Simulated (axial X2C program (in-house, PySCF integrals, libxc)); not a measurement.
# IGe⁺: properties at the nuclei

Aim: properties at the nuclei of IGe⁺, with spin–orbit coupling in the Hamiltonian from the start.

The runs use an in-house X2C program for linear molecules on PySCF integrals; two-component X2C with atomic mean-field terms, I dyall-cv3z, Ge dyall-cv3z.

All values are calculated.

**1. Set-up**

task.json reads:

```json
{"zs": [53, 32], "q": 1, "bas": ["dyall-cv3z", "dyall-cv3z"], "r0": 2.54, "levels": ["PBE0", "HF", "BP86", "BHandHLYP", "B3LYP"], "nst": 3}
```

Keys: zs atomic numbers; q charge; bas basis sets; r0 starting distance in Å; levels methods (HF also brings MP2); nst determinants followed.

On the command line:

```sh
$ python soeom.py task.json out
```

Nuclei are Gaussian, cores are contracted, and the Gaunt term is on.

**2. Expectation values, lowest determinant**

R = 2.409 Å. State: Ω = 0 (closed shell).

Output of the PBE0 run:

```text
two-component X2C + atomic mean field  PBE0
basis functions 232  fitting functions 1244  grid points 5803
iter        total energy     max residual
   1      -9210.059149657     2.54e-05
   2      -9210.059149663     1.18e-05
   3      -9210.059149664     6.54e-06
converged
one-electron -13389.93628766  Coulomb 4074.88500588  exact exchange -64.61355149  xc functional -197.90018238  nuclear repulsion 372.55481516  atomic mean-field constant -5.04894918
```

The highest occupied spinor is 79% I p, 16% Ge p, 4% Ge d.

```csv
level,qzz I (a.u.),qzz Ge (a.u.)
PBE0,3.04,-3.75
HF,4.29,-4.43
BP86,2.44,-3.44
BHandHLYP,3.48,-4.00
B3LYP,2.84,-3.68
```

qzz is the electric field gradient, eQq0 = 234.96 MHz × Q/barn × qzz. The operators were transformed with the bare-nucleus X2C matrices.

**3. Outcome**

| quantity | value |
| --- | --- |
| lowest determinant | Ω = 0 (closed shell) |
| qzz I (a.u.), PBE0 | 3.04 |
| qzz Ge (a.u.), PBE0 | -3.75 |

The expectation values come from single determinants, which for open shells can mix terms of unlike spin or miss the lowest Ω, so a determinant need not be a state. qzz is the electric field gradient, eQq0 = 234.96 MHz × Q/barn × qzz. The operators were transformed with the bare-nucleus X2C matrices.
